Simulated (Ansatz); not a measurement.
# Na3B20: the cost of one run

Method: DFT PBEsol, plane waves, PAW, scalar-relativistic, no spin polarisation, in Ansatz 0.2.0.

### Step 1. The structure to begin with

The cell holds 23 atoms (B20Na3): a = 9.870 Å, b = 9.870 Å, c = 4.192 Å, α = 90.00°, β = 90.00°, γ = 146.08°.

Structure file:

```cif
data_structure
_symmetry_space_group_name_H-M 'P 1'
_symmetry_Int_Tables_number 1
_cell_length_a 9.8699
_cell_length_b 9.8699
_cell_length_c 4.1921
_cell_angle_alpha 90.000
_cell_angle_beta 90.000
_cell_angle_gamma 146.082
_cell_volume 227.88
loop_
_atom_site_label
_atom_site_type_symbol
_atom_site_fract_x
_atom_site_fract_y
_atom_site_fract_z
_atom_site_occupancy
Na1 Na 0.63654 0.36346 0.00000 1
Na2 Na 0.36346 0.63654 0.00000 1
Na3 Na 0.00000 0.00000 0.00000 1
B1 B 0.50000 0.50000 0.79720 1
B2 B 0.50000 0.50000 0.20280 1
B3 B 0.42635 0.02265 0.50000 1
B4 B 0.57365 0.97735 0.50000 1
B5 B 0.97735 0.57365 0.50000 1
B6 B 0.02265 0.42635 0.50000 1
B7 B 0.26588 0.03552 0.50000 1
B8 B 0.73412 0.96448 0.50000 1
B9 B 0.96448 0.73412 0.50000 1
B10 B 0.03552 0.26588 0.50000 1
B11 B 0.25569 0.74431 0.50000 1
B12 B 0.74431 0.25569 0.50000 1
B13 B 0.17335 0.82665 0.79210 1
B14 B 0.82665 0.17335 0.79210 1
B15 B 0.17335 0.82665 0.20790 1
B16 B 0.82665 0.17335 0.20790 1
B17 B 0.39080 0.29640 0.50000 1
B18 B 0.60920 0.70360 0.50000 1
B19 B 0.70360 0.60920 0.50000 1
B20 B 0.29640 0.39080 0.50000 1
```

### Step 2. Run 1

60 steps of 1 fs under a Langevin thermostat at 1200 K.

File input.yaml:

```yaml
accuracy: low
crystal:
  lattice:
    - [2.878954, -9.440717, 0.0]
    - [2.878954, 9.440717, 0.0]
    - [0.0, 0.0, 4.192106]
  atoms:
    - { symbol: Na, position: [0.63654, 0.36346, 0.0] }
    - { symbol: Na, position: [0.36346, 0.63654, 0.0] }
    - { symbol: Na, position: [0.0, 0.0, 0.0] }
    - { symbol: B, position: [0.5, 0.5, 0.7972] }
    - { symbol: B, position: [0.5, 0.5, 0.2028] }
    - { symbol: B, position: [0.42635, 0.02265, 0.5] }
    - { symbol: B, position: [0.57365, 0.97735, 0.5] }
    - { symbol: B, position: [0.97735, 0.57365, 0.5] }
    - { symbol: B, position: [0.02265, 0.42635, 0.5] }
    - { symbol: B, position: [0.26588, 0.03552, 0.5] }
    - { symbol: B, position: [0.73412, 0.96448, 0.5] }
    - { symbol: B, position: [0.96448, 0.73412, 0.5] }
    - { symbol: B, position: [0.03552, 0.26588, 0.5] }
    - { symbol: B, position: [0.25569, 0.74431, 0.5] }
    - { symbol: B, position: [0.74431, 0.25569, 0.5] }
    - { symbol: B, position: [0.17335, 0.82665, 0.7921] }
    - { symbol: B, position: [0.82665, 0.17335, 0.7921] }
    - { symbol: B, position: [0.17335, 0.82665, 0.2079] }
    - { symbol: B, position: [0.82665, 0.17335, 0.2079] }
    - { symbol: B, position: [0.3908, 0.2964, 0.5] }
    - { symbol: B, position: [0.6092, 0.7036, 0.5] }
    - { symbol: B, position: [0.7036, 0.6092, 0.5] }
    - { symbol: B, position: [0.2964, 0.3908, 0.5] }
basis:
  ecutwfc: 420.0
kpoints:
  mp_grid: { grid: [2, 2, 3] }
hamiltonian:
  xc: pbesol
scf:
  occupations: { method: fermi_dirac, width: 0.05 }
  lower_state_search: "off"
md:
  timestep: 1
  n_steps: 60
  ensemble: nvt_langevin
  temperature: 1200.0
  initial_velocities: maxwell_boltzmann
  seed: 772117
  friction: 0.02
```

Started as:

```console
$ ansatz run input.yaml --threads 1 --pin off --max-ram 3072MiB --backend cpu --events-out ev --progress --plain --runs-dir out
```

Q: Estimate wall time and peak memory on 1 thread of Intel Xeon Platinum 8175M at 2.50GHz (Skylake/Cascade Lake), shared host.

About 8.3 min, with a peak of 0.69 GiB.
